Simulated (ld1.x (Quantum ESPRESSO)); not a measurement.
**Hf, TM: a sweep of the radius of the d waves**

One potential is built and tested. Then the radius of the d waves is changed, to learn what it costs or gains.

Program: ld1.x (Quantum ESPRESSO) 7.5. Reference atom: LDA (PZ), scalar-relativistic, spherical and spin-unpolarised. All values are calculated.

1 further run of the same task is left out (it didn't finish).

## 1. Settings

Typed settings, in words:

```
element                 : hafnium (Hf, Z = 72)
type                    : norm-conserving Troullier–Martins (Kleinman–Bylander form)
frozen core             : [Kr] 4d10 4f14 5s2
valence charge          : 10
reference configuration : 5p6 5d2 6s0.5 6p0 (charge +1.5)
partial waves           : 5p (bound): rc 2.30 bohr; 5d (bound): rc 2.18 bohr; 6s (bound): rc 2.85 bohr
local potential         : the s channel
core correction         : not asked for
```

The nodes and maxima of the atom's own shells, from an earlier all-electron run, set the scale for the radii.

All-electron outer shells of the reference configuration (LDA (PZ), scalar-relativistic, ld1.x):

| shell | level (eV) | outermost node (bohr) | outermost maximum (bohr) |
| --- | --- | --- | --- |
| 5p | -46.70 | 0.60 | 1.16 |
| 4f | -28.04 | – | 0.45 |
| 6s | -14.49 | 1.36 | 2.71 |
| 5d | -13.16 | 0.67 | 1.67 |
| 6p | -9.30 | 1.63 | 3.44 |
| 5f | -2.46 | 1.07 | 6.67 |

## 2. Generation of the first potential

Input file Hf.in:

```
 &input
   title='Hf', zed=72., rel=1, dft='PZ', iswitch=3,
   config='[Xe] 4f14 5d2 6s0.5 6p0',
   nld=3, rlderiv=3.10, eminld=-5.0, emaxld=5.0, deld=0.02
 /
 &inputp
   pseudotype=2, tm=.true., lloc=0,
   nlcc=.false.,
   file_pseudopw='Hf.UPF', file_wfcaegen='ae.wfc', file_wfcncgen='nc.wfc', file_beta='beta', file_chi='chi'
 /
3
5P  2  1   6.00   0.00  2.30  2.30  0.0
5D  3  2   2.00   0.00  2.18  2.18  0.0
6S  1  0   0.50   0.00  2.85  2.85  0.0
 &test
   configts(1)='5p6 5d2 6s0.5 6p0'
 /
```

The run is started by

```bash
ld1.x < Hf.in > Hf.out
```

Output in Hf.out (without the banner and most projector matrices):

```text
     Program LD1 v.7.5
     --------------------------- All-electron run ----------------------------

     Hf
     scalar relativistic calculation

     atomic number is 72.00
     dft =PZ   lsd =0 sic =0 latt =0  beta=0.20 tr2=1.0E-14
     Exchange-correlation= PZ
                           (   1   1   0   0   0   0   0)
     mesh =1271 r(mesh) =  99.31870 a.u. xmin = -7.00 dx = 0.01250
     1 Ry =  13.60569312 eV, c = 137.03599908

     n l     nl                  e(Ry)          e(Ha)          e(eV)
     1 0     1S 1( 2.00)     -4795.2933     -2397.6466    -65243.2890
     2 0     2S 1( 2.00)      -820.8409      -410.4205    -11168.1096
     2 1     2P 1( 6.00)      -721.1186      -360.5593     -9811.3185
     3 0     3S 1( 2.00)      -187.6149       -93.8075     -2552.6309
     3 1     3P 1( 6.00)      -157.8284       -78.9142     -2147.3646
     4 0     4S 1( 2.00)       -38.3950       -19.1975      -522.3908
     4 1     4P 1( 6.00)       -28.6184       -14.3092      -389.3732
     3 2     3D 1(10.00)      -122.5137       -61.2569     -1666.8843
     5 0     5S 1( 2.00)        -5.7453        -2.8726       -78.1682
     5 1     5P 1( 6.00)        -3.4321        -1.7160       -46.6958
     4 2     4D 1(10.00)       -15.9846        -7.9923      -217.4810
     4 3     4F 1(14.00)        -2.0609        -1.0305       -28.0406
     5 2     5D 1( 2.00)        -0.9671        -0.4836       -13.1584
     6 0     6S 1( 0.50)        -1.0653        -0.5327       -14.4946
     6 1     6P 1( 0.00)        -0.6835        -0.3418        -9.2999

     final scf error:  7.5E-15 reached in  34 iterations

     Etot =  -30137.334083 Ry,  -15068.667042 Ha, -410039.319080 eV

     Ekin =   33017.358237 Ry,   16508.679118 Ha,  449224.043901 eV
     Encl =  -74312.639860 Ry,  -37156.319930 Ha,-1011074.973090 eV
     Eh   =   11754.550151 Ry,    5877.275076 Ha,  159928.802154 eV
     Exc  =    -596.602611 Ry,    -298.301306 Ha,   -8117.192046 eV

     normalization and overlap integrals

     s(1S/1S) =  1.000000  <r> =   0.0190  <r2> =    0.0005  r(max) =   0.0120
     s(2S/2S) =  1.000000  <r> =   0.0804  <r2> =    0.0076  r(max) =   0.0679
     s(2P/2P) =  1.000000  <r> =   0.0717  <r2> =    0.0063  r(max) =   0.0556
     s(3S/3S) =  1.000000  <r> =   0.2088  <r2> =    0.0499  r(max) =   0.1917
     s(3P/3P) =  1.000000  <r> =   0.2087  <r2> =    0.0505  r(max) =   0.1893
     s(4S/4S) =  1.000000  <r> =   0.4685  <r2> =    0.2479  r(max) =   0.4375
     s(4P/4P) =  1.000000  <r> =   0.4979  <r2> =    0.2822  r(max) =   0.4599
     s(3D/3D) =  1.000000  <r> =   0.1890  <r2> =    0.0419  r(max) =   0.1550
     s(5S/5S) =  1.000000  <r> =   1.1342  <r2> =    1.4484  r(max) =   1.0109
     s(5P/5P) =  1.000000  <r> =   1.3405  <r2> =    2.0435  r(max) =   1.1599
     s(4D/4D) =  1.000000  <r> =   0.5354  <r2> =    0.3327  r(max) =   0.4716
     s(4F/4F) =  1.000000  <r> =   0.6767  <r2> =    0.5935  r(max) =   0.4542
     s(5D/5D) =  1.000000  <r> =   2.1848  <r2> =    5.6726  r(max) =   1.6667
     s(6S/6S) =  1.000000  <r> =   3.0676  <r2> =   10.5567  r(max) =   2.7138
     s(6P/6P) =  1.000000  <r> =   3.8943  <r2> =   17.0382  r(max) =   3.4412

     ------------------------ End of All-electron run ------------------------

     --------------------- Generating NC pseudopotential ---------------------

      Generating local pot.: lloc=0, matching radius rcloc =   2.8500

      Wfc   5P  rcut= 2.278  Using Troullier-Martins method

      Wfc   5D  rcut= 2.167  Using Troullier-Martins method

     ------------------- End of pseudopotential generation -------------------

     [... the all-electron block is printed once more ...]


     Computing logarithmic derivative in   3.09443
     Computing logarithmic derivative in   3.09443
     Computing the partial wave expansion
       no projector for channel:   0
     R is outside the sphere for l=    1 j= 0.00
     R is outside the sphere for l=    2 j= 0.00

     ---------------------- Testing the pseudopotential ----------------------

     Hf
     scalar relativistic calculation

     atomic number is 72.00   valence charge is 10.00
     dft =PZ   lsd =0 sic =0 latt =0  beta=0.20 tr2=1.0E-14
     mesh =1271 r(mesh) =  99.31870 xmin = -7.00 dx = 0.01250

     n l     nl             e AE (Ry)        e PS (Ry)    De AE-PS (Ry)
     2 1     5P   1( 6.00)       -3.43208       -3.43208       -0.00000
     3 2     5D   1( 2.00)       -0.96712       -0.96712        0.00000
     1 0     6S   1( 0.50)       -1.06533       -1.06533        0.00000
     3 1     6P   1( 0.00)       -0.68353       -0.62288       -0.06064  !

     eps = 5.0E-15  iter =  9

     Etot =  -30137.334083 Ry,  -15068.667042 Ha, -410039.319080 eV
     Etotps =   -61.619722 Ry,     -30.809861 Ha,    -838.379033 eV

     Ekin =      24.728634 Ry,      12.364317 Ha,     336.450212 eV
     Encl =     -72.114589 Ry,     -36.057294 Ha,    -981.168962 eV
     Ehrt =      40.934036 Ry,      20.467018 Ha,     556.935927 eV
     Ecxc =      -7.689641 Ry,      -3.844821 Ha,    -104.622898 eV
     Epseu=     -47.478163 Ry,     -23.739081 Ha,    -645.973311 eV

     ---------------------- End of pseudopotential test ----------------------
```

It took 2.5 s on 1 thread, shared host. (Generation and the later configuration tests together.)

All-electron and pseudo partial waves u(r) = r·R(r), from the program's wave files:

```tsv
r (bohr)	5p AE	5p PS	5d AE	5d PS
0.143	0.3368	0.0373	0.1797	0.0029
0.285	-0.2530	0.1421	-0.1704	0.0219
0.428	-0.4860	0.2986	-0.2951	0.0689
0.570	-0.0953	0.4795	-0.1510	0.1466
0.713	0.3946	0.6580	0.0757	0.2503
0.855	0.7476	0.8052	0.2858	0.3658
0.998	0.9377	0.9038	0.4520	0.4789
1.140	0.9971	0.9444	0.5693	0.5745
1.283	0.9720	0.9310	0.6466	0.6459
1.425	0.8985	0.8750	0.6912	0.6905
1.568	0.8014	0.7909	0.7118	0.7117
1.710	0.6980	0.6944	0.7144	0.7145
1.853	0.5965	0.5957	0.7039	0.7040
1.995	0.5035	0.5034	0.6845	0.6845
2.138	0.4201	0.4201	0.6586	0.6586
2.280	0.3480	0.3480	0.6286	0.6286
2.423	0.2860	0.2860	0.5958	0.5958
2.565	0.2342	0.2342	0.5618	0.5618
2.708	0.1905	0.1905	0.5271	0.5271
2.850	0.1545	0.1545	0.4927	0.4927
2.992	0.1250	0.1250	0.4589	0.4589
3.135	0.1006	0.1006	0.4258	0.4258
3.278	0.0808	0.0808	0.3939	0.3939
3.420	0.0648	0.0648	0.3637	0.3637
3.563	0.0518	0.0518	0.3347	0.3347
3.705	0.0414	0.0414	0.3075	0.3075
```

## 3. Transferability test

Input file Hf.test.in:

```
 &input
   title='Hf', zed=72., rel=1, dft='PZ', iswitch=2,
   config='[Xe] 4f14 5d2 6s0.5 6p0'
 /
 &test
   file_pseudo='Hf.UPF', nconf=10,
   configts(1)='5p6 5d2 6s0.5 6p0',
   configts(2)='5p6 5d2 6s2 6p0',
   configts(3)='5p6 5d2 6s1 6p0',
   configts(4)='5p6 5d2 6s0 6p0',
   configts(5)='5p6 5d2.5 6s1.5 6p0',
   configts(6)='5p6 5d0 6s0 6p0',
   configts(7)='5p6 5d2 6s0 6p2',
   configts(8)='5p6 5d2 6s0 6p1',
   configts(9)='5p6 5d2 6s0.5 6p0', lsdts(9)=1,
   configts(10)='5p6 5d2 6s2 6p0', lsdts(10)=1
 /
```

The run is started by

```bash
ld1.x < Hf.test.in > Hf.test.out
```

Hf.test.out, the pseudopotential blocks, each with the warnings that came before it:

```text
     ---------------------- Testing the pseudopotential ----------------------

     Hf
     scalar relativistic calculation

     atomic number is 72.00   valence charge is 10.00
     dft =PZ   lsd =0 sic =0 latt =0  beta=0.20 tr2=1.0E-14
     mesh =1271 r(mesh) =  99.31870 xmin = -7.00 dx = 0.01250

     n l     nl             e AE (Ry)        e PS (Ry)    De AE-PS (Ry)
     2 1     5P   1( 6.00)       -3.43208       -3.43208       -0.00000
     3 2     5D   1( 2.00)       -0.96712       -0.96712        0.00000
     1 0     6S   1( 0.50)       -1.06533       -1.06533        0.00000
     3 1     6P   1( 0.00)       -0.68353       -0.62288       -0.06064  !

     eps = 8.1E-15  iter =  9

     Etot =  -30137.334083 Ry,  -15068.667042 Ha, -410039.319081 eV
     Etotps =   -61.619722 Ry,     -30.809861 Ha,    -838.379033 eV

     Ekin =      24.728634 Ry,      12.364317 Ha,     336.450212 eV
     Encl =     -72.114589 Ry,     -36.057294 Ha,    -981.168962 eV
     Ehrt =      40.934036 Ry,      20.467018 Ha,     556.935927 eV
     Ecxc =      -7.689641 Ry,      -3.844821 Ha,    -104.622898 eV
     Epseu=     -47.478163 Ry,     -23.739081 Ha,    -645.973312 eV

     ---------------------- End of pseudopotential test ----------------------

     ---------------------- Testing the pseudopotential ----------------------

     Hf
     [...]
     n l     nl             e AE (Ry)        e PS (Ry)    De AE-PS (Ry)
     2 1     5P   1( 6.00)       -2.62460       -2.63089        0.00630  !
     3 2     5D   1( 2.00)       -0.21114       -0.21230        0.00115
     1 0     6S   1( 2.00)       -0.38723       -0.38733        0.00010
     3 1     6P   1( 0.00)       -0.10797       -0.08239       -0.02558  !

     eps = 6.1E-15  iter = 13

     Etot =  -30138.409397 Ry,  -15069.204699 Ha, -410053.949474 eV
     Etotps =   -62.695640 Ry,     -31.347820 Ha,    -853.017632 eV
     dEtot_ae =      -1.075314 Ry
     dEtot_ps =      -1.075917 Ry,   Delta E=       0.000603 Ry

     [...]
     ---------------------- End of pseudopotential test ----------------------

     ---------------------- Testing the pseudopotential ----------------------

     Hf
     [...]
     n l     nl             e AE (Ry)        e PS (Ry)    De AE-PS (Ry)
     2 1     5P   1( 6.00)       -3.14122       -3.14334        0.00212
     3 2     5D   1( 2.00)       -0.69706       -0.69760        0.00054
     1 0     6S   1( 1.00)       -0.82771       -0.82789        0.00018
     3 1     6P   1( 0.00)       -0.47939       -0.43140       -0.04800  !

     eps = 6.1E-15  iter = 10

     Etot =  -30137.806834 Ry,  -15068.903417 Ha, -410045.751188 eV
     Etotps =   -62.092686 Ry,     -31.046343 Ha,    -844.814027 eV
     dEtot_ae =      -0.472751 Ry
     dEtot_ps =      -0.472963 Ry,   Delta E=       0.000212 Ry

     [...]
     ---------------------- End of pseudopotential test ----------------------

     ---------------------- Testing the pseudopotential ----------------------

     Hf
     [...]
     n l     nl             e AE (Ry)        e PS (Ry)    De AE-PS (Ry)
     2 1     5P   1( 6.00)       -3.74035       -3.73841       -0.00194
     3 2     5D   1( 2.00)       -1.25073       -1.25010       -0.00063
     1 0     6S   1( 0.00)       -1.30828       -1.30798       -0.00030
     3 1     6P   1( 0.00)       -0.89133       -0.81603       -0.07530  !

     eps = 4.3E-17  iter =  7

     Etot =  -30136.740928 Ry,  -15068.370464 Ha, -410031.248794 eV
     Etotps =   -61.026451 Ry,     -30.513226 Ha,    -830.307170 eV
     dEtot_ae =       0.593155 Ry
     dEtot_ps =       0.593271 Ry,   Delta E=      -0.000116 Ry

     [...]
     ---------------------- End of pseudopotential test ----------------------

     ---------------------- Testing the pseudopotential ----------------------

     Hf
     [...]
     n l     nl             e AE (Ry)        e PS (Ry)    De AE-PS (Ry)
     2 1     5P   1( 6.00)       -2.57271       -2.57186       -0.00085
     3 2     5D   1( 2.50)       -0.18180       -0.18133       -0.00047
     1 0     6S   1( 1.50)       -0.37259       -0.37316        0.00058
     3 1     6P   1( 0.00)       -0.10298       -0.07985       -0.02313  !

     eps = 8.5E-15  iter = 10

     Etot =  -30138.317677 Ry,  -15069.158838 Ha, -410052.701556 eV
     Etotps =   -62.603773 Ry,     -31.301886 Ha,    -851.767721 eV
     dEtot_ae =      -0.983594 Ry
     dEtot_ps =      -0.984050 Ry,   Delta E=       0.000457 Ry

     [...]
     ---------------------- End of pseudopotential test ----------------------

     Warning: n=2, l=1 expected 0 nodes, found 1
     ---------------------- Testing the pseudopotential ----------------------

     Hf
     [...]
     n l     nl             e AE (Ry)        e PS (Ry)    De AE-PS (Ry)
     2 1     5P   1( 6.00)       -5.58761       -5.62329        0.03568  !
     3 2     5D   1( 0.00)       -2.86914       -2.87316        0.00402
     1 0     6S   1( 0.00)       -2.58170       -2.57736       -0.00434
     3 1     6P   1( 0.00)       -1.98662       -1.79735       -0.18927  !

     eps = 4.2E-18  iter =  7

     Etot =  -30132.680908 Ry,  -15066.340454 Ha, -409976.009403 eV
     Etotps =   -56.959089 Ry,     -28.479544 Ha,    -774.967884 eV
     dEtot_ae =       4.653175 Ry
     dEtot_ps =       4.660633 Ry,   Delta E=      -0.007458 Ry

     [...]
     ---------------------- End of pseudopotential test ----------------------

     ---------------------- Testing the pseudopotential ----------------------

     Hf
     [...]
     n l     nl             e AE (Ry)        e PS (Ry)    De AE-PS (Ry)
     2 1     5P   1( 6.00)       -2.83296       -2.89622        0.06326  !
     3 2     5D   1( 2.00)       -0.38134       -0.43383        0.05250  !
     1 0     6S   1( 0.00)       -0.51402       -0.55284        0.03882  !
     3 1     6P   1( 2.00)       -0.19912       -0.18887       -0.01025  !

     eps = 4.7E-16  iter = 12

     Etot =  -30137.815903 Ry,  -15068.907951 Ha, -410045.874569 eV
     Etotps =   -62.028665 Ry,     -31.014332 Ha,    -843.942977 eV
     dEtot_ae =      -0.481819 Ry
     dEtot_ps =      -0.408942 Ry,   Delta E=      -0.072877 Ry

     [...]
     ---------------------- End of pseudopotential test ----------------------

     ---------------------- Testing the pseudopotential ----------------------

     Hf
     [...]
     n l     nl             e AE (Ry)        e PS (Ry)    De AE-PS (Ry)
     2 1     5P   1( 6.00)       -3.24591       -3.28315        0.03724  !
     3 2     5D   1( 2.00)       -0.78216       -0.81291        0.03075  !
     1 0     6S   1( 0.00)       -0.89051       -0.91275        0.02224  !
     3 1     6P   1( 1.00)       -0.53287       -0.49862       -0.03424  !

     eps = 3.3E-15  iter =  9

     Etot =  -30137.454415 Ry,  -15068.727208 Ha, -410040.956280 eV
     Etotps =   -61.688550 Ry,     -30.844275 Ha,    -839.315484 eV
     dEtot_ae =      -0.120332 Ry
     dEtot_ps =      -0.068828 Ry,   Delta E=      -0.051504 Ry

     [...]
     ---------------------- End of pseudopotential test ----------------------

     ---------------------- Testing the pseudopotential ----------------------

     Hf
     [...]
     n l     nl             e AE (Ry)        e PS (Ry)    De AE-PS (Ry)
     2 1     5P   1( 3.00)       -3.45781       -3.46508        0.00727  !
     3 2     5D   1( 2.00)       -1.00738       -1.01126        0.00388
     1 0     6S   1( 0.50)       -1.10399       -1.10593        0.00195
     3 1     6P   1( 0.00)       -0.71038       -0.64518       -0.06520  !
     2 1     5P   2( 3.00)       -3.39044       -3.37292       -0.01751  !
     3 2     5D   2( 0.00)       -0.90052       -0.88784       -0.01268  !
     1 0     6S   2( 0.00)       -0.99071       -0.98243       -0.00828  !
     3 1     6P   2( 0.00)       -0.62363       -0.56566       -0.05797  !

     eps = 1.2E-15  iter = 18

     Etot =  -30137.397373 Ry,  -15068.698686 Ha, -410040.180181 eV
     Etotps =   -61.691812 Ry,     -30.845906 Ha,    -839.359858 eV
     dEtot_ae =      -0.063290 Ry
     dEtot_ps =      -0.072089 Ry,   Delta E=       0.008800 Ry

     [...]
     ---------------------- End of pseudopotential test ----------------------

     ---------------------- Testing the pseudopotential ----------------------

     Hf
     [...]
     n l     nl             e AE (Ry)        e PS (Ry)    De AE-PS (Ry)
     2 1     5P   1( 3.00)       -2.64163       -2.65406        0.01243  !
     3 2     5D   1( 2.00)       -0.23595       -0.23974        0.00379
     1 0     6S   1( 1.00)       -0.40699       -0.40821        0.00122
     3 1     6P   1( 0.00)       -0.11727       -0.08920       -0.02807  !
     2 1     5P   2( 3.00)       -2.58798       -2.57960       -0.00838  !
     3 2     5D   2( 0.00)       -0.17093       -0.16499       -0.00595  !
     1 0     6S   2( 1.00)       -0.35673       -0.35387       -0.00287
     3 1     6P   2( 0.00)       -0.09352       -0.07101       -0.02251  !

     eps = 8.4E-15  iter = 18

     Etot =  -30138.441789 Ry,  -15069.220895 Ha, -410054.390187 eV
     Etotps =   -62.732967 Ry,     -31.366483 Ha,    -853.525497 eV
     dEtot_ae =      -1.107706 Ry
     dEtot_ps =      -1.113245 Ry,   Delta E=       0.005539 Ry

     [...]
     ---------------------- End of pseudopotential test ----------------------
```

Excitation and ionisation energies from 5p6 5d2 6s0.5 6p0, with the error of the potential. Spin-polarised rows fill open shells by Hund's rule and count from the unpolarised reference. A star marks tests that logged a warning.

```csv
valence configuration,charge,ΔE all-electron (eV),error AE − PS (meV)
5p6 5d2 6s2 6p0,0,-14.630,+8.2
5p6 5d2 6s1 6p0,+1,-6.432,+2.9
5p6 5d2 6s0 6p0,+2,8.070,-1.6
5p6 5d2.5 6s1.5 6p0,0,-13.382,+6.2
5p6 5d0 6s0 6p0 *,+4,63.310,-101
5p6 5d2 6s0 6p2,0,-6.555,-992
5p6 5d2 6s0 6p1,+1,-1.637,-701
5p6 5d2 6s0.5 6p0 (spin-polarised),+1.5,-0.861,+120
5p6 5d2 6s2 6p0 (spin-polarised),0,-15.071,+75
```

[end of part 1 of 2]
